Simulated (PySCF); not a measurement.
**TlI+: from the state search to spectroscopic constants**

The task here is to estimate one member of a computed series from the others.

Method: Tl def2-SVP with ECP60, I def2-SVP with ECP28, scalar-relativistic core potentials; program: PySCF 2.14.0.

The first run:

A driver script around PySCF takes these settings:

- atoms: Tl, I
- charge: 1
- basis: Tl def2-SVP with ECP60, I def2-SVP with ECP28
- Hamiltonian: scalar-relativistic core potentials
- basis functions: 52
- electrons treated: 45
- masses in u: 204.9744, 126.9045
- levels: PBE0, PBE, r²SCAN, r²SCANh, MN15, r²SCAN0, HF, MP2, SCS-MP2, CCSD, CCSD(T)
- grid: 80 radial by 434 angular points
- occupations: held fixed by the projection of orbital angular momentum
- dissociation limit: Tl+ + I, each in its ground configuration
- starting distance in angstrom: 2.840
- values of 2S to try: 1, 3

The run is started by

```bash
OMP_NUM_THREADS=1 python dia.py task.json out
```

Among the steps run: Input; PBE0 along the bond; Higher solutions at PBE0; PBE (GGA); r²SCAN (meta-GGA); r²SCANh (hybrid meta-GGA); MN15; r²SCAN0; UHF; MP2 and coupled cluster.

One of the session's tables, all rows but one given; the rest of the session is left out.

It belongs to the step «The curves together». Energy (eV) from each level's lowest point:

```
R (Å)    UHF  UHF-MP2  UHF-SCS-MP2  UHF-CCSD  UHF-CCSD(T)
2.942  0.522    0.354        0.390       n/a          n/a
3.079  0.296    0.169        0.194     0.187        0.175
3.216  0.154    0.066        0.082     0.077        0.069
3.318      ?        ?            ?         ?            ?
3.421  0.044    0.005        0.010     0.008        0.006
3.524  0.018    0.000        0.000     0.000        0.000
3.660  0.001    0.008        0.003     0.005        0.008
3.832  0.000    0.033        0.022     0.026        0.032
4.037  0.013    0.071        0.055     0.060        0.069
4.311  0.041    0.122        0.102       n/a          n/a
```

Estimate the missing values for R (Å) = 3.318.

Worked estimate for «UHF». A straight line through the neighbours (3.216, 0.154) and (3.421, 0.044) gives 0.154 + (0.044 − 0.154) × (3.318 − 3.216) / (3.421 − 3.216) = 0.099; a parabola fitted to 4 rows on both sides gives 0.086.

The run gave: UHF: 0.087; UHF-MP2: 0.025; UHF-SCS-MP2: 0.035; UHF-CCSD: 0.032; UHF-CCSD(T): 0.027. In «UHF» the line misses by +0.012 and the parabola by -0.001.

State 2 has its PBE0 minimum 0.36 eV higher. State 3 has its PBE0 minimum 4.97 eV higher. The other levels ran on the lowest alone.
